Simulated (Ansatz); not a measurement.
# LuSb: strong compression

Aim: compress LuSb step by step, far beyond the usual range, and follow pressure and electronic structure. Methods of the runs shown: PAW. Its runs: atoms relaxed at the given volume (PAW); volume scaled by 1 (PAW); atoms relaxed at 0.8 of the volume (PAW); volume scaled by 0.8 (PAW); atoms relaxed at 0.6 of the volume (PAW); volume scaled by 0.6 (PAW); atoms relaxed at 0.4 of the volume (PAW); volume scaled by 0.4 (PAW).

Program: Ansatz 0.2.0. Level of theory: DFT, LDA, PAW with Ansatz's default frozen-core files, scalar-relativistic. These are calculated values, not measurements.

**1. Starting point**

Symmetry: Fm-3m, No. 225, cubic system. The conventional cell has a = 6.079 Å, b = 6.079 Å, c = 6.079 Å, α = 90.00°, β = 90.00°, γ = 90.00°. Lu (site symmetry m-3m) has 6 Sb at 3.04 Å as nearest neighbours. Around Sb (site symmetry m-3m) lie 6 Lu at 3.04 Å.

As a file:

```
CELL_PARAMETERS angstrom
0.00000 3.03933 3.03933
3.03933 0.00000 3.03933
3.03933 3.03933 0.00000
ATOMIC_POSITIONS crystal
Lu 0.00000 0.00000 0.00000
Sb 0.50000 0.50000 0.50000
```

Whether this phase is the stable one at these pressures isn't tested.

Atoms are numbered in the order of the input: Lu1, Sb2.

**2. Atoms relaxed at the given volume, PAW**

Input file input.yaml:

```yaml
crystal:
  lattice:
    - [0.0, 3.0393308489, 3.0393308489]
    - [3.0393308489, 0.0, 3.0393308489]
    - [3.0393308489, 3.0393308489, 0.0]
  atoms:
    - { symbol: Lu, position: [0.0, 0.0, 0.0] }
    - { symbol: Sb, position: [0.5, 0.5, 0.5] }
kpoints:
  mp_grid: { grid: [10, 10, 10] }
scf:
  occupations: { method: fermi_dirac, width: 0.05 }
hamiltonian:
  xc: lda
  pseudopotentials: { kind: paw }
output:
  forces: true
  stress: true
  write_density: true
  write_potential: true
  elf: true
  volumetric_format: npy
relax:
  f_tol: 0.01
  max_steps: 30
```

The run is started by

```sh
$ ansatz run input.yaml --threads 1 --pin off --max-ram 2048MiB --backend cpu --events-out ev --progress --plain --runs-dir out
```

The runs that follow: Volume scaled by 1, PAW; Atoms relaxed at 0.8 of the volume, PAW; Volume scaled by 0.8, PAW; Atoms relaxed at 0.6 of the volume, PAW; Volume scaled by 0.6, PAW; Atoms relaxed at 0.4 of the volume, PAW; Volume scaled by 0.4, PAW.

What does the calculation give? Wanted: PAW pressure at 0.4 of the volume; fitted bulk modulus at zero pressure.

As calculated:

| quantity | value |
| --- | --- |
| PAW pressure at 0.4 of the volume | 338.3 GPa |
| fitted bulk modulus at zero pressure (PAW) | 72 GPa |
| its pressure derivative | 4.04 |

What this shows: By PAW the pressure climbs to 338 GPa at 0.4 of the first volume. One third-order Birch-Murnaghan curve follows these points (B₀ = 72 GPa, B′ = 4.04, misfit at most 0.19 GPa). A fit over so wide a range leans to the high pressures, so B₀ can be off by several per cent. No all-electron run checks these rows here, and frozen cores can fail under such compression. The ions are at rest, and the electrons smeared by 0.05 eV. Spin-orbit coupling is left out, though the cell holds Lu; in elements this heavy it can shift bands and gaps by tenths of an eV.
